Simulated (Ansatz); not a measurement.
# ClFGeH₃In: a ladder of functionals and wavefunction methods

Aim: compute ClFGeH₃In with functionals from several rungs and with coupled cluster. The yardstick is the atomisation energy at the CCSD(T) limit.

Method: functionals in def2-TZVPP, the program's frozen cores in correlated methods; program: Ansatz 0.2.0, Gaussian basis.

The runs, in order: LDA (SPW92), PBE-D4, revPBE-D4, BLYP-D4, r2SCAN-D4, B97M-V, PBE0-D4, B3LYP-D4, r2SCANh-D4, r2SCAN0-D4, HSE06-D4, BHLYP-D4, CAM-B3LYP-D4, LC-ωPBE, ωB97X-V, ωB97M-V, B2PLYP, PBE-QIDH; CCSD(T)/def2-SVP; CCSD(T)/def2-TZVPP; MP2/def2-QZVPP; extrapolation to the limit; RPA on PBE.

## (1) The relaxed structure

An earlier PBE0-D4 in a triple-zeta def2 set relaxation fixed the geometry. In takes the def2 core potential; no spin-orbit term is included.

SMILES `[F][In]([Cl])[GeH3]`, 7 atoms, charge 0, spin multiplicity 1.

Atoms are counted from 1 here; the program's logs count them from 0.

Bond lengths: F1–In2 1.948 Å, In2–Cl3 2.321 Å, In2–Ge4 2.579 Å, Ge4–H5 1.534 Å, Ge4–H6 1.533 Å, Ge4–H7 1.532 Å. Angles: F1–In2–Cl3 108.5°, F1–In2–Ge4 122.1°, Cl3–In2–Ge4 129.4°, In2–Ge4–H5 108.0°, In2–Ge4–H6 108.6°, In2–Ge4–H7 109.1°, H5–Ge4–H6 110.1°, H5–Ge4–H7 110.4°, H6–Ge4–H7 110.6°.

## (2) LDA

This LDA is Slater exchange with PW92 correlation.

in.yaml

```yaml
crystal:
  periodic: [false, false, false]
  atoms:
    - {symbol: F, position_ang: [-0.120327, -2.369574, 1.648674]}
    - {symbol: In, position_ang: [0.697990, -0.864093, 0.722281]}
    - {symbol: Cl, position_ang: [2.985604, -0.913909, 1.111858]}
    - {symbol: Ge, position_ang: [-0.690110, 0.804732, -0.670877]}
    - {symbol: H, position_ang: [-1.212084, 0.068467, -1.910697]}
    - {symbol: H, position_ang: [-1.864457, 1.295997, 0.183157]}
    - {symbol: H, position_ang: [0.203382, 1.978390, -1.084397]}
basis:
  gaussian: {orbitals: def2-TZVPP}
hamiltonian: {xc: lda}
output: {orbitals: {seedname: orbitals}}
```

Run with:

```
$ ansatz run in.yaml --threads 4 --pin off --events-out ev --progress --plain --max-ram 10444MiB
```

The runs that follow: PBE-D4 (GGA); revPBE-D4 (GGA); BLYP-D4 (GGA); r2SCAN-D4 (meta-GGA); B97M-V (meta-GGA); B3LYP-D4 (hybrid); r2SCANh-D4 (hybrid); r2SCAN0-D4 (hybrid); HSE06-D4 (hybrid); BHLYP-D4 (hybrid); CAM-B3LYP-D4 (range-separated); LC-ωPBE (range-separated); ωB97X-V (range-separated); ωB97M-V (range-separated); B2PLYP (double hybrid); PBE-QIDH (double hybrid); CCSD(T) in def2-SVP; CCSD(T) in def2-TZVPP; MP2 in def2-QZVPP; RPA on PBE orbitals.

Q: Predict the results of all the runs planned. Wanted: atomisation energy, CCSD(T)/CBS; farthest beyond LDA; mean size of error, GGA; mean size of error, meta-GGA; mean size of error, hybrid; mean size of error, range-separated; mean size of error, double hybrid; gap, smallest and largest; T1 diagnostic.

The runs gave:

```
                               quantity                                      value
        atomisation energy, CCSD(T)/CBS                              1861.5 kJ/mol
 functionals within 18.6 kJ/mol (1.0 %)                 r2SCAN-D4, B97M-V, ωB97X-V
                    farthest beyond LDA                    BHLYP-D4 (-97.2 kJ/mol)
                mean size of error, GGA                                58.1 kJ/mol
           mean size of error, meta-GGA                                 8.2 kJ/mol
             mean size of error, hybrid                                56.5 kJ/mol
    mean size of error, range-separated                                24.1 kJ/mol
      mean size of error, double hybrid                                53.7 kJ/mol
              gap, smallest and largest  4.41 eV (LDA (SPW92)), 11.00 eV (LC-ωPBE)
                          T1 diagnostic                                     0.0139
triples share of the correlation energy                                      3.3 %
```

What this shows: The LDA atomisation energy is off by 245.3 kJ/mol (13 %): it overbinds. PBE-D4 misses by -24.8 kJ/mol. Double hybrids carry the basis error of their MP2 part in triple zeta, and no dispersion term here, so their miss is partly the set-up's. Taken by rung, meta-GGA functionals do best (8.2 kJ/mol on average) and GGA ones worst beyond LDA (58.1 kJ/mol). The reference freezes the cores and leaves out spin-orbit coupling and excitations past (T), and its outer-core shells are covered unevenly, so misses under about 18.6 kJ/mol can't be ranked. All levels share the lack of spin-orbit coupling, which lowers the free heavy atoms and so the true binding. Hartree-Fock recovers 71 % of the binding; the rest is correlation. CCSD(T) in def2-SVP is off by -154.3 kJ/mol, which most functionals beat. Orbital gaps span 4.4 to 11.0 eV; exact exchange widens them. Correlated methods include outer-core shells of Ge, In, which these sets cover unevenly.
